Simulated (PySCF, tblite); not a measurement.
**C₆H₁₂O₂− (doublet): geometry, infrared bands and EPR parameters**

Aim: predict the infrared bands and EPR parameters of C₆H₁₂O₂− (doublet) (`[CH2-][C](C)COCOC`).

Programs: tblite 0.8.0 and PySCF 2.14.0, with density-fitted response routines of our own. Each step states its level of theory. These are calculated values for one molecule in the gas phase, unless marked as measured. Atoms are numbered from 0 throughout.

### 1 The starting structure

20 atoms, charge -1, multiplicity 2; geometry from: force field or distance geometry start.

Bonds of the start (Å): C0–C1 1.43, C1–C2 1.50, C1–C3 1.50, C3–O4 1.44, O4–C5 1.42, C5–O6 1.43, O6–C7 1.43, C0–H8 1.08, C0–H9 1.10, C2–H10 1.09, C2–H11 1.09, C2–H12 1.11, C3–H13 1.09, C3–H14 1.09, C5–H15 1.10, C5–H16 1.09, C7–H17 1.08, C7–H18 1.09, C7–H19 1.10.

### 2 Geometry optimisation with GFN2-xTB

The job: settings as JSON, then the geometry in Å.

```
{"job": {"kind": "relax", "xc": "GFN2-xTB", "basis": "xTB"}, "charge": -1, "multiplicity": 2}
C     -2.646900    -1.011900    -1.303700
C     -1.718300    -0.188900    -0.595100
C     -2.101100     0.448300     0.704600
C     -0.299400    -0.053500    -1.063300
O      0.531600    -0.769500    -0.132400
C      1.895200    -0.705800    -0.522900
O      2.448200     0.605800    -0.399900
C      2.545900     1.010800     0.968100
H     -2.352400    -1.532500    -2.204300
H     -3.669900    -1.137200    -0.927300
H     -1.693700    -0.100600     1.547300
H     -1.745200     1.478700     0.744400
H     -3.202900     0.488000     0.833100
H     -0.016100     0.998000    -1.083400
H     -0.180400    -0.466300    -2.060500
H      2.464300    -1.404700     0.115500
H      2.017300    -1.030200    -1.556100
H      2.984400     1.998400     0.994700
H      3.181500     0.324900     1.532400
H      1.553100     1.059000     1.429400
```

Run with:

```sh
OMP_NUM_THREADS=1 python probes_run.py task.json out
```

This one command runs all jobs of the session in turn.

The program printed:

```text
step      E/eV     max force
  0    -738.45535    2.814
  1    -738.67559    1.606
  2    -738.82375    1.804
  3    -739.00973    2.536
  4    -739.06817    4.098
  5    -739.33140    1.171
  6    -739.40918    0.934
  7    -739.49186    0.607
  8    -739.54687    0.733
  9    -739.59494    0.524
 10    -739.62449    0.408
 11    -739.64877    0.356
 12    -739.66726    0.393
 13    -739.68205    0.317
 14    -739.68946    0.170
 15    -739.69311    0.140
 16    -739.69638    0.155
 17    -739.70001    0.182
 18    -739.70395    0.177
 19    -739.70790    0.160
 20    -739.71154    0.136
 21    -739.71484    0.168
 22    -739.71798    0.137
 23    -739.72076    0.130
 24    -739.72305    0.107
 25    -739.72494    0.123
 26    -739.72646    0.101
 27    -739.72766    0.085
 28    -739.72862    0.069
 29    -739.72947    0.102
 30    -739.73033    0.096
 31    -739.73133    0.062
 32    -739.73264    0.074
 33    -739.73447    0.148
 34    -739.73675    0.198
 35    -739.73884    0.162
 36    -739.74019    0.066
 37    -739.74095    0.049
 38    -739.74152    0.075
 39    -739.74208    0.081
 40    -739.74252    0.048
 41    -739.74285    0.047
 42    -739.74314    0.042
 43    -739.74349    0.065
 44    -739.74392    0.066
 45    -739.74438    0.042
 46    -739.74486    0.044
 47    -739.74543    0.065
 48    -739.74612    0.075
 49    -739.74684    0.058
 50    -739.74745    0.058
 51    -739.74796    0.066
 52    -739.74852    0.071
 53    -739.74927    0.075
 54    -739.75026    0.078
 55    -739.75142    0.074
 56    -739.75265    0.088
 57    -739.75388    0.108
 58    -739.75490    0.079
 59    -739.75553    0.059
 60    -739.75577    0.037
 61    -739.75596    0.057
 62    -739.75612    0.034
 63    -739.75628    0.017
 64    -739.75638    0.017
 65    -739.75646    0.020
 66    -739.75652    0.017
 67    -739.75658    0.015
 68    -739.75664    0.013
 69    -739.75669    0.017
 70    -739.75675    0.018
 71    -739.75681    0.020
 72    -739.75687    0.020
 73    -739.75693    0.017
 74    -739.75699    0.018
 75    -739.75707    0.022
 76    -739.75717    0.026
 77    -739.75728    0.023
 78    -739.75737    0.021
 79    -739.75746    0.024
 80    -739.75755    0.024
 81    -739.75768    0.026
 82    -739.75782    0.028
 83    -739.75795    0.026
 84    -739.75808    0.023
 85    -739.75822    0.025
 86    -739.75837    0.030
 87    -739.75852    0.023
 88    -739.75863    0.021
 89    -739.75871    0.020
 90    -739.75879    0.025
 91    -739.75887    0.023
 92    -739.75895    0.016
 93    -739.75901    0.020
 94    -739.75907    0.024
 95    -739.75913    0.020
 96    -739.75916    0.023
 97    -739.75921    0.014
 98    -739.75923    0.010
```

It took 0.57 s on 1 thread of Arm Neoverse V2, shared host.

The steps of the relaxation: (not every step is listed)

```
step  energy from step 0 (eV)  largest force (eV/Å)
   0                   0.0000                2.8140
   1                  -0.2202                1.6064
   2                  -0.3684                1.8044
   3                  -0.5544                2.5360
   4                  -0.6128                4.0979
   5                  -0.8761                1.1709
   6                  -0.9538                0.9342
   7                  -1.0365                0.6068
   8                  -1.0915                0.7328
  16                  -1.2410                0.1548
  24                  -1.2677                0.1068
  32                  -1.2773                0.0741
  40                  -1.2872                0.0477
  48                  -1.2908                0.0746
  56                  -1.2973                0.0879
  64                  -1.3010                0.0171
  72                  -1.3015                0.0203
  80                  -1.3022                0.0235
  88                  -1.3033                0.0211
  93                  -1.3037                0.0200
  94                  -1.3037                0.0243
  95                  -1.3038                0.0203
  96                  -1.3038                0.0233
  97                  -1.3039                0.0142
  98                  -1.3039                0.0103
```

Close pairs (by a distance rule), those that changed most:

```
  bond  before (Å)  after (Å)  change (Å)
 C3–O4       1.439      2.213      +0.774
 O4–C5       1.420      1.293      -0.127
 C1–C3       1.500      1.389      -0.111
 C0–C1       1.429      1.370      -0.059
 C5–O6       1.429      1.482      +0.053
 O6–C7       1.430      1.394      -0.036
C5–H16       1.090      1.120      +0.030
C5–H15       1.104      1.134      +0.030
```

The final coordinates are the input of the step that follows.

### 3 Vibrational analysis with GFN2-xTB

The job: settings as JSON, then the geometry in Å.

```
{"job": {"kind": "ir", "xc": "GFN2-xTB", "basis": "xTB"}, "charge": -1, "multiplicity": 2}
C     -2.684121    -1.047187    -1.194123
C     -1.833456    -0.115693    -0.659081
C     -2.248254     0.628617     0.587828
C     -0.579000     0.175132    -1.180138
O      0.902842    -1.004548    -0.036160
C      2.084522    -0.841449    -0.534976
O      2.714488     0.478168    -0.295103
C      2.538739     0.894390     1.023562
H     -2.409653    -1.618614    -2.064302
H     -3.639249    -1.273322    -0.747023
H     -1.578316     0.358324     1.402790
H     -2.178399     1.708035     0.438930
H     -3.269929     0.382775     0.878107
H     -0.033092     1.038275    -0.849292
H     -0.255460    -0.282662    -2.097331
H      2.830945    -1.587511    -0.119423
H      2.164706    -0.903275    -1.650164
H      2.588856     1.986218     1.052491
H      3.320638     0.479832     1.683862
H      1.558045     0.555173     1.380149
```

The program printed:

```text
mode    cm-1     km/mol
  1      -8.2      0.43
  2      44.6      1.02
  3      85.8      1.99
  4      89.9      7.69
  5      97.0      1.12
  6     116.1     11.58
  7     157.8      4.53
  8     197.4      6.02
  9     275.6    101.88
 10     326.2      9.49
 11     397.1      2.22
 12     422.0      4.63
 13     478.2      4.44
 14     566.8      9.75
 15     588.3     30.34
 16     627.3     34.72
 17     725.4      0.72
 18     747.1    259.64
 19     792.9      3.50
 20     893.7      8.01
 21     935.4      3.09
 22    1023.6      7.48
 23    1029.9     52.63
 24    1030.4      4.67
 25    1041.3      5.64
 26    1072.4     92.89
 27    1145.4     12.90
 28    1157.0     60.40
 29    1251.9    248.06
 30    1269.9    228.03
 31    1348.5     20.26
 32    1353.5     81.99
 33    1380.7     26.86
 34    1386.8      0.32
 35    1400.7     24.28
 36    1472.9     20.90
 37    1479.3     77.99
 38    1480.5     12.22
 39    1494.6      1.61
 40    1497.1      0.76
 41    1505.6      1.80
 42    1542.6     22.20
 43    2411.4    498.60
 44    2611.2    385.89
 45    2800.9    164.43
 46    2900.2     26.12
 47    2941.8     90.07
 48    2967.3     86.61
 49    2993.1     66.93
 50    3009.9     27.72
 51    3066.4    125.93
 52    3100.0     77.53
 53    3112.9     59.34
 54    3145.1     66.11
```

Wall time 0.6 s (1 thread of Arm Neoverse V2, shared host).

The strongest bands and the atoms that carry them (share of the mass-weighted mode):

```
cm⁻¹  km/mol                                 atoms
 276   101.9                      O4 50 %, C3 26 %
 747   259.6                      C5 64 %, O6 20 %
1252   248.1  H16 29 %, C5 24 %, H15 23 %, O4 22 %
1270   228.0  C5 28 %, H16 23 %, O4 18 %, H15 16 %
2411   498.6                              H15 87 %
2611   385.9                              H16 88 %
2801   164.4                              H18 92 %
3066   125.9                               H9 87 %
```

The optimised geometry no longer has the bonds of the starting formula, so what follows describes that rearranged structure.

### 4 EPR parameters: B3LYP/pcH-1

Same as in step 3 but for these lines:

```diff
@@ -1,2 +1,2 @@
-{"job": {"kind": "ir", "xc": "GFN2-xTB", "basis": "xTB"}, "charge": -1, "multiplicity": 2}
+{"job": {"kind": "epr", "basis": "pcH-1"}, "charge": -1, "multiplicity": 2}
 C     -2.684121    -1.047187    -1.194123
```

Level: UKS B3LYP, pcH-1 on C H O, non-relativistic, mean-field spin-orbit, GIAO.

The program printed:

```text
UKS, coarse grid
  cycle   1  E = -385.98042671  |g| = 8.24e-01
  cycle   2  E = -383.51840947  |g| = 2.13e+00
  cycle   3  E = -386.13790087  |g| = 5.14e-01
  cycle   4  E = -386.25604960  |g| = 1.65e-01
  cycle   5  E = -386.26321250  |g| = 8.24e-02
  cycle   6  E = -386.26591484  |g| = 2.36e-02
  cycle   7  E = -386.26615941  |g| = 8.23e-03
  cycle   8  E = -386.26619017  |g| = 4.14e-03
  cycle   9  E = -386.26619963  |g| = 1.39e-03
  cycle  10  E = -386.26620085  |g| = 6.99e-04
UKS, final grid
  cycle   1  E = -386.26617353  |g| = 1.31e-03
  cycle   2  E = -386.26617157  |g| = 2.59e-03
  cycle   3  E = -386.26617422  |g| = 2.83e-04
  cycle   4  E = -386.26617425  |g| = 4.78e-05
  cycle   5  E = -386.26617425  |g| = 3.77e-05
  cycle   6  E = -386.26617426  |g| = 7.79e-06
E = -386.26617426 Eh   <S^2> = 0.7651 (exact 0.7500)
g shifts (ppm)      1          2          3
  rmc          -193       -193       -193
  gc              1         72         72
  oz_so          18        902       1297
  total        -173        781       1176
hyperfine (MHz)  atom isotope    a_iso     a_fc   dipolar eigenvalues
    0   13C      40.06      40.06    -37.70    -36.12     73.81
    1   13C     -34.00     -34.00    -11.64      3.56      8.08
    2   13C       2.43       2.43     -0.57     -0.31      0.88
    3   13C      95.50      95.50    -43.60    -42.83     86.43
    4   17O     -92.27     -92.27    -65.57     31.91     33.66
    5   13C     -10.64     -10.64     -1.95     -1.73      3.69
    6   17O       2.68       2.68     -0.38      0.11      0.27
    7   13C      -0.49      -0.49     -0.44     -0.23      0.67
    8    1H     -28.67     -28.67    -15.67     -0.52     16.19
    9    1H     -29.87     -29.87    -19.12      0.79     18.33
   10    1H      -7.95      -7.95     -2.34     -1.12      3.46
   11    1H      -7.00      -7.00     -2.00     -1.50      3.50
   12    1H      -1.58      -1.58     -1.77     -1.05      2.82
   13    1H     -27.36     -27.36    -20.89     -3.69     24.58
   14    1H     -29.40     -29.40    -18.63     -2.93     21.55
   15    1H      44.24      44.24     -2.19     -1.10      3.29
   16    1H      12.63      12.63     -2.99     -1.42      4.41
   17    1H       0.48       0.48     -0.84     -0.60      1.45
   18    1H       0.06       0.06     -0.81     -0.63      1.44
   19    1H       0.23       0.23     -2.32     -1.42      3.74
```

It took 2 min on 1 thread of Arm Neoverse V2, shared host; peak memory 1.1 GiB.

Principal g values 2.00215, 2.00310, 2.00350; g(iso) = 2.00291, against 2.00232 for a free electron.

Hyperfine couplings, nucleus by nucleus at this fixed geometry (no averaging over rotations):

```
nuclei  isotope  a(iso) (MHz)  a(iso) (G, at g = 2.0023)  largest dipolar term (MHz)
    C3      13C          95.5                       34.1                        86.4
    O4      17O         -92.3                      -32.9                       -65.6
   H15       1H          44.2                       15.8                         3.3
    C0      13C          40.1                       14.3                        73.8
    C1      13C         -34.0                      -12.1                       -11.6
    H9       1H         -29.9                      -10.7                       -19.1
   H14       1H         -29.4                      -10.5                        21.6
    H8       1H         -28.7                      -10.2                        16.2
   H13       1H         -27.4                       -9.8                        24.6
   H16       1H          12.6                        4.5                         4.4
    C5      13C         -10.6                       -3.8                         3.7
   H10       1H          -7.9                       -2.8                         3.5
   H11       1H          -7.0                       -2.5                         3.5
    O6      17O           2.7                        1.0                        -0.4
```

Mulliken spin populations:

C0 0.52; C1 -0.13; C2 0.01; C3 0.51; O4 0.18; C5 -0.02; O6 0.00; C7 0.00; H8 -0.02; H9 -0.02; H10 0.00; H11 0.00; H12 0.00; H13 -0.02; H14 -0.02; H15 0.02; H16 0.01; H17 0.00; H18 0.00; H19 0.00

The fields below are evaluated on a grid from the run's orbitals.

ELF in a plane through or near 8 of the atoms.

Ten even steps from ' ' (0.00) to '@' (1.00):
```
                                                        
                                                        
                                                        
                                                        
                    ..      ::++++--::++%%%%--          
        ..::......==##==    ++@@@@##++@@@@@@%%..        
      --##@@%%++**@@@@@@    ++@@@@##--@@@@@@**          
      ++@@@@@@##++@@@@##      ++##**--%%@@##            
      ==%%@@@@**++%%**..        ::####--..              
        ....::::::..  ==##==  ::==++++--::**@@##--      
            ..::::::==##%%##..--****%%##**@@@@@@**      
              ..==--++####%%..::--==##....%%@@%%==      
              --##....**##**..    ..++**++++++--..      
            ::++##**++--::--        ##@@@@**..          
            ....::==**::            %%@@@@%%..          
                  ::==::            ##@@@@##            
                    ..              ..----..            
                                                        
                                                        
                                                        
```
The map spans 12.8 Å across and 9.4 Å up, centred on the molecule. Atoms in the plane (x, y in Å): C0 (2.9, -0.9), O4 (-0.8, -0.7), C5 (-1.9, -1.2), H9 (3.8, -0.5), H10 (1.2, 1.7), H12 (3.0, 1.7), H18 (-3.6, 1.0), H19 (-1.8, 1.2).

log10 of the density (e/Å³) in the same plane.

Ten even steps from ' ' (-4.0) to '@' (0.7):
```
                                                        
                                  ....                  
              ......        ..::::----::::::..          
        ....::::::::::......::--==========--::..        
      ..::--==========--::::==++**********++--::..      
    ..--==++++******++==----++**##########**==--..      
    ::==++**####%%%%##**====++##%%@@@@@@%%##++--..      
    ::==**##%%%%%%@@%%**++==++**##%%%%%%##**==--::..    
    ::==++##%%%%%%%%##**++++++**##%%%%##**++====::..    
    ::--==++########**######****##%%%%######**++==::    
    ..::--==**########%%@@%%****##%%%%%%%%%%##**==--..  
      ..::==**##%%%%@@@@@@%%******##%%@@@@%%##**==--..  
      ..::==++##%%@@@@%%%%##**++++**##%%%%%%**++==::    
      ..::--++**##%%%%####**++++==++##%%%%##++==--::    
        ..--==++**####**++==------==**####**==--::      
        ..::--==++++++++==--::::::--++++++++--::..      
            ::::----==--::::......::--------::..        
              ..::::::::....        ..::::..            
                                                        
                                                        
```
The map spans 12.8 Å across and 9.4 Å up, centred on the molecule. Atoms in the plane (x, y in Å): C0 (2.9, -0.9), O4 (-0.8, -0.7), C5 (-1.9, -1.2), H9 (3.8, -0.5), H10 (1.2, 1.7), H12 (3.0, 1.7), H18 (-3.6, 1.0), H19 (-1.8, 1.2).

On the surface of density 0.002 e/bohr³ the electrostatic potential runs, from the 1st to the 99th percentile, from -6.42 V near O4 to -2.63 V near H12.

The spin density lies nearest to C0, C3 about 27 % each; O4 16 %; C1 8 % (beta excess); H9 6 %.

### 5 Results

| quantity | value |
| --- | --- |
| strongest single infrared mode (GFN2-xTB) | 2411 cm⁻¹, 499 km/mol |
| zero-point energy (GFN2-xTB) | 101.5 kcal/mol |
| g(iso) (B3LYP) | 2.00291 |
| ⟨S²⟩ | 0.765 (exact 0.75) |
| largest a(iso) | 13C on C3, 95.5 MHz |

In words: Relaxing lowered the energy by 1.304 eV in 98 steps; the close pair that moved most is C3–O4, from 1.439 to 2.213 Å. The frame itself reshapes: C3···O4 goes from 1.44 to 2.21 Å. The lowest mode is slightly imaginary (8i cm⁻¹), a soft motion within the noise of the Hessian, so the minimum is not strictly shown. The strongest single mode, at 2411 cm⁻¹, moves mainly H15. GFN2-xTB is a fitted tight-binding method: band positions and strengths are rough. Its intensities can rank the bands wrongly. The structure rearranged or came apart on optimisation; the results belong to the end geometry, not to the formula as drawn. The largest spin populations lie on C0 (0.52 e), C3 (0.51 e). The isotropic g lies 0.6 ppt above the free-electron value. The records flag this anion as possibly unbound in the gas phase, so the basis may hold the extra electron. These values are for one conformer; the search (at its own cheap level) found 2 more, at 1.46, 6.15 kcal/mol, and measured spectra average over such forms.
